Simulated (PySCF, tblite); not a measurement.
# C6H8F2Si: geometry, infrared bands and NMR shifts

What infrared bands and NMR shifts should C6H8F2Si (`C#C[C@@H]1C[SiH2][C@@H](F)[C@@H]1F`) show?

Programs: tblite 0.8.0 and PySCF 2.14.0, with density-fitted response routines of our own. Each step states its level of theory. These are calculated values for one molecule in the gas phase, unless marked as measured. Atoms are numbered from 0 throughout.

## Step 1: Starting geometry

17 atoms, charge 0, multiplicity 1; geometry from: force field or distance geometry start.

Bonds of the start (Å): C0–C1 1.21, C1–C2 1.46, C2–C3 1.55, C3–Si4 1.92, Si4–C5 1.91, C5–F6 1.36, C5–C7 1.55, C7–F8 1.36, C7–C2 1.54, C0–H9 1.05, C2–H10 1.11, C3–H11 1.08, C3–H12 1.11, Si4–H13 1.48, Si4–H14 1.50, C5–H15 1.10, C7–H16 1.09.

## Step 2: Relaxing the molecule with GFN2-xTB

The job: settings as JSON, then the geometry in Å.

```
{"job": {"kind": "relax", "xc": "GFN2-xTB", "basis": "xTB"}, "charge": 0, "multiplicity": 1}
C      3.063400     1.266300    -0.388900
C      1.907400     0.907000    -0.445400
C      0.519600     0.452700    -0.494100
C     -0.326800     1.087800     0.636800
Si    -1.879600    -0.041000     0.761800
C     -1.121000    -1.419600    -0.312500
F     -1.654400    -1.332500    -1.562300
C      0.385800    -1.074800    -0.378500
F      0.979600    -1.517000     0.767400
H      4.065200     1.591400    -0.337000
H      0.084100     0.768000    -1.464200
H     -0.597000     2.117000     0.434400
H      0.200400     1.042700     1.613100
H     -2.134600    -0.453300     2.156100
H     -3.056500     0.616300     0.113600
H     -1.307000    -2.414300     0.110100
H      0.864400    -1.584400    -1.220400
```

On the command line:

```
OMP_NUM_THREADS=1 python probes_run.py task.json out
```

One launch serves the whole session: the jobs run in the order shown.

**Question.** This job is followed by: GFN2-xTB harmonic vibrations, gas phase; GIAO PBE0/pcSseg-1 NMR shielding, non-relativistic, gas phase. What will the session give for the following? strongest single infrared mode (GFN2-xTB); zero-point energy (GFN2-xTB); 13C shifts against TMS (PBE0/pcSseg-1); 1H shifts against TMS (PBE0/pcSseg-1); 29Si shifts against TMS (PBE0/pcSseg-1); 19F shifts against CFCl3 (PBE0/pcSseg-1).

The runs gave:

| quantity | value |
| --- | --- |
| strongest single infrared mode (GFN2-xTB) | 2311 cm⁻¹, 413 km/mol |
| zero-point energy (GFN2-xTB) | 74.5 kcal/mol |
| 13C shifts against TMS (PBE0/pcSseg-1) | 101.6, 92.4, 88.4, 78.3, 36.4, 13.6 ppm |
| 1H shifts against TMS (PBE0/pcSseg-1) | 5.28, 5.22, 4.43, 4.32, 2.79, 1.69, 1.51, 1.40 ppm |
| 29Si shifts against TMS (PBE0/pcSseg-1) | -27.0 ppm |
| 19F shifts against CFCl3 (PBE0/pcSseg-1) | -228.9, -253.1 ppm |

**Reading.** Relaxing lowered the energy by 0.147 eV in 31 steps; the close pair that moved most is Si4–H14, from 1.496 to 1.460 Å. No mode is imaginary among the 45: a minimum at this level. The strongest single mode, at 2311 cm⁻¹, moves mainly H13. GFN2-xTB is a fitted tight-binding method: band positions and strengths are rough. Its intensities can rank the bands wrongly. The most deshielded carbon is C7 (sp3 CH bonded to F), at 101.6 ppm: deshielded by the electronegative neighbour. H16 (hydrogen on an sp3 CH bonded to F) lies farthest downfield among hydrogen, at 5.28 ppm; its carbon carries F, an electronegative neighbour. At PBE0/pcSseg-1: The widest tensor belongs to C1: span 304 ppm, with a paramagnetic part of -156 ppm.
